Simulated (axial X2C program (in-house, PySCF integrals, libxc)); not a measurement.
**SeSi: from the state search to constants**

Aim: find the lowest determinant of SeSi, scan the bond at several levels and fit the constants, once spin-free and once with spin–orbit coupling.

Program: an in-house X2C program for linear molecules on PySCF integrals. Level of theory: all-electron X2C, Se dyall-cv3z, Si dyall-v3z. These are calculated values, not measurements.

## Step 1: The job

Contents of task.json:

```json
{"zs": [34, 14], "q": 0, "bas": ["dyall-cv3z", "dyall-v3z"], "levels": ["PBE0", "HF", "LDA"], "cc": true, "r0": 2.14, "thr": -2.0, "nmax": 90, "npts": 10, "nst": 2, "ntry": 6}
```

Keys: zs atomic numbers; q charge; bas basis sets; levels methods (HF also brings MP2); cc coupled cluster on or off; r0 starting distance in Å; thr threshold in hartree for freezing inner shells (an s shell follows its p shell); nmax most natural virtual spinors; npts points asked for on the curve; nst determinants followed; ntry starts of the search.

On the command line:

```
$ python so2c.py task.json out
```

Spin-free means the one-electron spin-free X2C Hamiltonian; two-component (2c) means X2C with spin–orbit coupling and atomic mean-field two-electron Coulomb and Gaunt terms. Basis: Se dyall-cv3z contracted to [8s9p6d4f1g], Si dyall-v3z contracted to [8s7p2d1f]; Gaussian nuclei, density fitting. Masses: Se 79.917 u, Si 27.977 u.

Notation: σ, π±, δ± give the projection m of an orbital's angular momentum (0, ±1, ±2), α and β its spin, Λ and M_S the sums; ω is the projection of a spinor's total angular momentum and Ω the sum. Logs are in hartree.

The runs that follow: PBE0, spin-free; HF, spin-free; LDA, spin-free; MP2 and beyond, spin-free; PBE0, 2c; HF, 2c; LDA, 2c; MP2 and beyond, 2c.

**Question.** What will these runs give? Wanted: for each run, Hamiltonian; Re; ωe; De; μ.

**Answer**, as computed:

Lowest determinant found, spin-free: M_S = 0, Λ = 0 (closed shell).

Lowest determinant found, 2c: Ω = 0 (closed shell).

```tsv
Hamiltonian	level	Re (Å)	ωe (cm⁻¹)	De (eV)	μ (D)
spin-free	PBE0	2.062	590	5.44	1.37
spin-free	HF	2.043	630	3.18	1.93
spin-free	MP2	2.075	581	5.46	n/a
spin-free	CCSD	2.067	595	5.03	n/a
spin-free	CCSD(T)	2.081	572	5.31	n/a
spin-free	LDA	2.066	570	6.59	1.23
2c	PBE0	2.063	589	5.38	1.36
2c	HF	2.044	628	3.12	1.92
2c	MP2	2.076	581	5.35	n/a
2c	CCSD	2.068	594	4.91	n/a
2c	CCSD(T)	2.082	571	5.19	n/a
2c	LDA	2.067	569	6.46	1.22
```

Dipoles are positive if Si is the positive end.

**Reading.** At CCSD(T), going from spin-free to two-component changes Re by +1 mÅ, ωe by -0.1 % and De by -0.12 eV; at least one of these shifts is too large to ignore. The bond energy falls because the coupling lowers the separated atoms more than the molecule.

De refers to Se + Si. Each curve is one determinant whose occupation by symmetry is held fixed; it was picked as the lowest of a PBE0 search that is not exhaustive. Closed shells are restricted here (equal orbitals for both partners); the stretched side of such a curve lies too high. De is counted from the lowest determinant-based energies of the atoms at the same level, without counterpoise correction. Coupled cluster ran in a truncated set of natural virtual spinors; the MP2 energy of the rest was added. T1 reaches 0.025, slightly above the customary mark of 0.02.
